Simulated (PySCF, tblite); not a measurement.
# C3H11ClO2Si3: geometry, infrared bands and NMR shifts

Wanted: the infrared bands and NMR shifts of C3H11ClO2Si3 (`CC1(C)O[Si@@H](O[SiH3])[Si@@H]1Cl`), by calculation.

Computed with tblite 0.8.0 and PySCF 2.14.0, with density-fitted response routines of our own, on a single molecule in the gas phase. Atoms are numbered from 0 throughout.

## Step 1: Starting geometry

20 atoms, charge 0, multiplicity 1; geometry from: force field or distance geometry start.

Bonds of the start (Å): C0–C1 1.52, C1–C2 1.49, C1–O3 1.41, O3–Si4 1.69, Si4–O5 1.70, O5–Si6 1.69, Si4–Si7 2.22, Si7–Cl8 2.07, Si7–C1 1.84, C0–H9 1.10, C0–H10 1.13, C0–H11 1.09, C2–H12 1.11, C2–H13 1.10, C2–H14 1.12, Si4–H15 1.46, Si6–H16 1.46, Si6–H17 1.48, Si6–H18 1.48, Si7–H19 1.45.

## Step 2: Optimising the geometry with GFN2-xTB

Job settings and geometry (Å):

```
{"job": {"kind": "relax", "xc": "GFN2-xTB", "basis": "xTB"}, "charge": 0, "multiplicity": 1}
C     -0.465200    -1.423800    -0.330200
C     -1.242900    -0.137400    -0.131900
C     -2.703500    -0.436900    -0.093300
O     -0.763400     0.620300     0.953400
Si     0.706200     1.058000     0.244500
O      1.773100    -0.188200    -0.187300
Si     3.382700     0.039600     0.287600
Si    -0.875600     1.243300    -1.296500
Cl    -2.134000     2.876000    -1.144200
H      0.102000    -1.642100     0.583500
H     -1.219600    -2.254300    -0.426900
H      0.101200    -1.428700    -1.259600
H     -2.873800    -1.247100     0.652300
H     -3.333100     0.448500     0.096100
H     -2.981800    -0.837000    -1.100500
H      1.292800     2.326200     0.673300
H      3.758200     1.427000     0.536100
H      4.230300    -0.461200    -0.816100
H      3.665300    -0.843000     1.442400
H     -0.424200     0.871600    -2.627400
```

Launch:

```console
> OMP_NUM_THREADS=1 python probes_run.py task.json out
```

The driver reads the jobs from task.json and runs them one after another.

**Question.** This job is followed by: GFN2-xTB harmonic vibrations, gas phase; GIAO PBE0/pcSseg-1 NMR shielding, non-relativistic, gas phase. Predict these results of the whole session: strongest single infrared mode (GFN2-xTB); zero-point energy (GFN2-xTB); 13C shifts against TMS (PBE0/pcSseg-1); 1H shifts against TMS (PBE0/pcSseg-1, means over atoms taken as alike); 17O shifts against H2O (PBE0/pcSseg-1); 29Si shifts against TMS (PBE0/pcSseg-1); 35Cl shifts against HCl (PBE0/pcSseg-1).

The runs gave:

| quantity | value |
| --- | --- |
| strongest single infrared mode (GFN2-xTB) | 1086 cm⁻¹, 729 km/mol |
| zero-point energy (GFN2-xTB) | 83.5 kcal/mol |
| 13C shifts against TMS (PBE0/pcSseg-1) | 81.0, 32.1, 30.9 ppm |
| 1H shifts against TMS (PBE0/pcSseg-1, means over atoms taken as alike) | 5.81, 5.39, 5.14, 1.58, 1.48 ppm |
| 17O shifts against H2O (PBE0/pcSseg-1) | 166.7, 61.8 ppm |
| 29Si shifts against TMS (PBE0/pcSseg-1) | 22.0, -16.7, -42.6 ppm |
| 35Cl shifts against HCl (PBE0/pcSseg-1) | -38 ppm |

**Reading.** Relaxing lowered the energy by 2.485 eV in 141 steps; the close pair that moved most is C1–Si7, from 1.843 to 1.964 Å. The lowest mode is slightly imaginary (10i cm⁻¹), a soft motion within the noise of the Hessian, so the minimum is not strictly shown. The strongest single mode, at 1086 cm⁻¹, moves mainly O5. Unscaled tight-binding wavenumbers are off by several per cent, some by more. Its intensities can rank the bands wrongly. The most deshielded carbon is C1 (fully substituted sp3 carbon bonded to O and Si), at 81.0 ppm: deshielded by the electronegative neighbour. At PBE0/pcSseg-1: The widest tensor belongs to Cl8: span 193 ppm, with a paramagnetic part of -162 ppm.
